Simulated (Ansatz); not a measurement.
**InNH6: taking an electron away**

One table from this session's results is given with a row withheld; the runs are named, their logs left out.

Program: Ansatz 0.2.0, Gaussian basis. Level of theory: unrestricted cation, the program's frozen cores in correlated methods. These are calculated values, not measurements.

Plan: UKS PBE-D4/def2-TZVPP; UKS r2SCAN-D4/def2-TZVPP; UKS PBE0-D4/def2-TZVPP; UKS B3LYP-D4/def2-TZVPP; UKS wB97X-V/def2-TZVPP; UKS wB97M-V/def2-TZVPP; UKS B2PLYP/def2-TZVPP; UHF-CCSD(T)/def2-TZVPP; UHF-CCSD(T)/def2-QZVPP; extrapolation to the limit; then −ε(HOMO) from the neutral's earlier runs with LDA (SPW92), PBE-D4, revPBE-D4, BLYP-D4, r2SCAN-D4, B97M-V, PBE0-D4, B3LYP-D4, r2SCANh-D4, r2SCAN0-D4, HSE06-D4, BHLYP-D4, CAM-B3LYP-D4, LC-ωPBE, ωB97X-V, ωB97M-V.

## The relaxed structure

An earlier PBE0-D4 in a triple-zeta def2 set relaxation fixed the geometry. In takes the def2 core potential; no spin-orbit term is included.

SMILES `[NH3+][InH3-]`, 8 atoms, charge 0, spin multiplicity 1.

Atoms are counted from 1 here; the program's logs count them from 0.

Bond lengths: N1–In2 2.394 Å, N1–H3 1.013 Å, N1–H4 1.013 Å, N1–H5 1.013 Å, In2–H6 1.736 Å, In2–H7 1.736 Å, In2–H8 1.736 Å. Angles: In2–N1–H3 110.9°, In2–N1–H4 110.8°, In2–N1–H5 110.8°, H3–N1–H4 108.1°, H3–N1–H5 108.1°, H4–N1–H5 108.1°, N1–In2–H6 96.2°, N1–In2–H7 96.2°, N1–In2–H8 96.2°, H6–In2–H7 118.8°, H6–In2–H8 118.8°, H7–In2–H8 118.8°.

Set-up of the first run:

The input, in.yaml:

```yaml
crystal:
  periodic: [false, false, false]
  atoms:
    - {symbol: N, position_ang: [-0.531182, 0.146143, -0.988818]}
    - {symbol: In, position_ang: [0.616209, -0.177907, 1.086900]}
    - {symbol: H, position_ang: [0.069939, -0.080384, -1.772347]}
    - {symbol: H, position_ang: [-1.352992, -0.444054, -1.042433]}
    - {symbol: H, position_ang: [-0.829021, 1.109327, -1.089543]}
    - {symbol: H, position_ang: [-0.700190, 0.311336, 2.107867]}
    - {symbol: H, position_ang: [0.922654, -1.873102, 0.870029]}
    - {symbol: H, position_ang: [1.896783, 0.951640, 0.772445]}
basis:
  gaussian: {orbitals: def2-TZVPP}
total_charge: 1
magnetization: {spin_polarized: true, initial_magnetization: 1}
hamiltonian: {xc: pbe, dispersion: d4}
```

Started as:

```console
ansatz run in.yaml --threads 2 --pin off --events-out ev --progress --plain --max-ram 32768MiB --backend cpu
```

Steps of the session up to this table: Cation, UKS PBE-D4/def2-TZVPP; Cation, UKS r2SCAN-D4/def2-TZVPP; Cation, UKS PBE0-D4/def2-TZVPP; Cation, UKS B3LYP-D4/def2-TZVPP; Cation, UKS wB97X-V/def2-TZVPP; Cation, UKS wB97M-V/def2-TZVPP; Cation, UKS B2PLYP (frozen core)/def2-TZVPP; Cation, UHF-CCSD(T)/def2-TZVPP; Cation, UHF-CCSD(T)/def2-QZVPP.

One of the session's tables, all rows but one given; the rest of the session is left out.

Orbital estimates, from the neutral's runs:

```
  functional  −ε(HOMO) (eV)
 LDA (SPW92)           6.19
      PBE-D4           6.12
   revPBE-D4           6.08
     BLYP-D4           6.03
   r2SCAN-D4           6.41
      B97M-V           6.50
     PBE0-D4           7.29
    B3LYP-D4           7.12
  r2SCANh-D4           6.84
  r2SCAN0-D4           7.49
    HSE06-D4           6.89
    BHLYP-D4           8.42
CAM-B3LYP-D4           8.67
     LC-ωPBE          10.02
     ωB97X-V           9.69
     ωB97M-V              ?
```

**Question.** Estimate the row for ωB97M-V.

The run gave: −ε(HOMO) (eV): 9.51. In the column «−ε(HOMO) (eV)» it lies between CAM-B3LYP-D4 (8.67) and ωB97X-V (9.69).
